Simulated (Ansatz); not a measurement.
# NbBr3 (P4/mmm, relaxed from a ReO3 start): other levels of theory at one geometry

The task here is to estimate one member of a computed series from the others.

Method: DFT at several levels, plane waves, PAW, in Ansatz 0.2.0.

1 further run of the same task is left out (set aside as unsound or not needed). Runs told in other sessions of the task aren't counted.

## The system as given

It takes space group P4/mmm (No. 123, tetragonal). Conventional cell: a = 5.237 Å, b = 5.237 Å, c = 5.197 Å, α = 90.00°, β = 90.00°, γ = 90.00°. Nb (site symmetry 4/mmm) is surrounded by 6 Br at 2.60 to 2.62 Å. Br (site symmetry 4/mmm) is surrounded by 2 Nb at 2.60 Å. Br (site symmetry mmm) is surrounded by 2 Nb at 2.62 Å.

Coordinates:

```
Nb Br
1.0
     5.19668    0.00000    0.00000
     0.00000    5.23736    5.23736
     0.00000    0.00000   10.47472
Nb Br
2 6
Direct
  0.00000 0.00000 0.00000
  0.00000 0.00000 0.50000
  0.50000 0.00000 0.00000
  0.00000 0.00000 0.25000
  0.00000 0.50000 0.75000
  0.50000 0.00000 0.50000
  0.00000 0.00000 0.75000
  0.00000 0.50000 0.25000
```

This cell comes from an earlier session at PBE: 35.636 Å³/atom at 0.00 GPa, on a 6×6×3 mesh, no gap, spin moments in the atoms' spheres Nb 1.04, -1.04 μB. The large moments point both ways and cancel.

Levels to run: r²SCAN; PBEsol; LDA. Hardware: 2 threads of Arm Neoverse V2, shared host.

Set-up of the first run:

Input file input.yaml:

```yaml
crystal:
  lattice:
    - [5.1966798028, 0.0, 0.0]
    - [0.0, 5.237357977, 5.2373579768]
    - [0.0, 1.0e-10, 10.4747159538]
  atoms:
    - { symbol: Nb, position: [0.0, 0.0, 0.0], spin: 2.0 }
    - { symbol: Br, position: [0.5, 0.0, 0.0] }
    - { symbol: Br, position: [0.0, 0.0, 0.2499999511] }
    - { symbol: Br, position: [0.0, 0.4999999022, 0.7500000489] }
    - { symbol: Nb, position: [0.0, 0.0, 0.5], spin: -2.0 }
    - { symbol: Br, position: [0.5, 0.0, 0.5] }
    - { symbol: Br, position: [0.0, 0.0, 0.7500000489] }
    - { symbol: Br, position: [0.0, 0.5000000978, 0.2499999511] }
basis:
  ecutwfc: 500
  ecutrho_ratio: 4
kpoints:
  mp_grid: { grid: [6, 6, 3] }
hamiltonian:
  xc: r2scan
scf:
  occupations: { method: gaussian, width: 0.05 }
output:
  forces: true
  stress: true
  eigenvalues: true
  populations: true
  write_density: true
  write_potential: true
  elf: true
  volumetric_format: npy
magnetization:
  spin_polarized: true
```

Command:

```bash
$ ansatz run input.yaml --threads 2 --pin off --max-ram 2662MiB --backend cpu --events-out ev --progress --plain --runs-dir out
```

Steps of the session up to this table: r²SCAN; PBEsol; LDA.

One table of the session follows, with a row left open; its other results are not shown here.

| level | pressure (GPa) | largest spin moment (μB) |
| --- | --- | --- |
| PBE | 0.0 | 1.04 |
| LDA | -3.7 | 0.78 |
| PBEsol | ? | ? |
| r²SCAN | 0.1 | 1.23 |

**Question.** Estimate the row for PBEsol.

As computed: pressure (GPa): -2.1; largest spin moment (μB): 0.97. In the column «pressure (GPa)» it lies between LDA (-3.7) and PBE (0.0).

The pressure runs from -3.7 GPa (LDA) to 0.1 GPa (r²SCAN); a negative pressure means that level wants a smaller cell, a positive one a larger cell. Total energies of different levels have different zeros and can't be compared.

Caveats from the session: Warnings in the runs' records: xc potential rough in thin density, stability check not made, anti translation declined.
